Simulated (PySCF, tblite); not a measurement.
# C₆H₁₁O₂ radical: geometry, infrared bands and EPR parameters

Wanted: the infrared bands and EPR parameters of C₆H₁₁O₂ radical (`CO[C](C)[C@H](C)C=O`), by calculation.

Programs: tblite 0.8.0 and PySCF 2.14.0, with density-fitted response routines of our own. Each step states its level of theory. These are calculated values for one molecule in the gas phase, unless marked as measured. Atoms count from 0, in the outputs and in this text.

**1. Starting geometry**

19 atoms, charge 0, multiplicity 2; geometry from: force field or distance geometry start.

Bonds of the start (Å): C0–O1 1.41, O1–C2 1.37, C2–C3 1.51, C2–C4 1.49, C4–C5 1.52, C4–C6 1.51, C6–O7 1.23, C0–H8 1.10, C0–H9 1.10, C0–H10 1.10, C3–H11 1.10, C3–H12 1.10, C3–H13 1.09, C4–H14 1.10, C5–H15 1.11, C5–H16 1.10, C5–H17 1.10, C6–H18 1.11.

**2. Optimising the geometry with GFN2-xTB**

Job settings and geometry (Å):

```
{"job": {"kind": "relax", "xc": "GFN2-xTB", "basis": "xTB"}, "charge": 0, "multiplicity": 2}
C     -1.995100    -0.769600     1.285000
O     -0.629500    -0.509800     1.022600
C     -0.336400     0.052300    -0.191600
C     -1.298600     1.027200    -0.838800
C      1.098500     0.062000    -0.604900
C      1.823900    -1.239600    -0.302200
C      1.779200     1.221200     0.091900
O      1.947100     2.329000    -0.411300
H     -2.070500    -1.340600     2.217600
H     -2.451000    -1.367600     0.488300
H     -2.556700     0.167900     1.419600
H     -2.247900     0.528400    -1.078500
H     -1.501900     1.861500    -0.148400
H     -0.884000     1.422500    -1.764300
H      1.164600     0.249200    -1.690300
H      1.865200    -1.439200     0.789300
H      2.865500    -1.189200    -0.651900
H      1.339700    -2.094700    -0.788100
H      2.078200     1.038400     1.148400
```

Command:

```
OMP_NUM_THREADS=1 python probes_run.py task.json out
```

The driver reads the jobs from task.json and runs them one after another.

**Question.** This job is followed by: GFN2-xTB harmonic vibrations, gas phase; UKS B3LYP, pcH-1 on C H O, non-relativistic, mean-field spin-orbit, GIAO. What will the session give for the following? strongest single infrared mode (GFN2-xTB); zero-point energy (GFN2-xTB); g(iso) (B3LYP); ⟨S²⟩; largest a(iso) (averaged by class); surface potential, 1st and 99th percentile.

As calculated:

| quantity | value |
| --- | --- |
| strongest single infrared mode (GFN2-xTB) | 1624 cm⁻¹, 388 km/mol |
| zero-point energy (GFN2-xTB) | 98.1 kcal/mol |
| g(iso) (B3LYP) | 2.00517 |
| ⟨S²⟩ | 0.760 (exact 0.75) |
| largest a(iso) (averaged by class) | 13C on C2, 57.6 MHz |
| surface potential, 1st and 99th percentile | -2.09 V and 1.12 V |

In words: Over 97 steps the energy fell by 0.288 eV; of the close pairs, C2–C3 changed most, 1.515 to 1.488 Å. All 51 modes are real, so the xTB geometry is a minimum. The strongest single mode, at 1624 cm⁻¹, moves mainly C6 and O7. GFN2-xTB is a fitted tight-binding method: band positions and strengths are rough. Its intensities can rank the bands wrongly. C2 carries the largest spin population, 0.59 e. The isotropic g lies 2.9 ppt above the free-electron value.
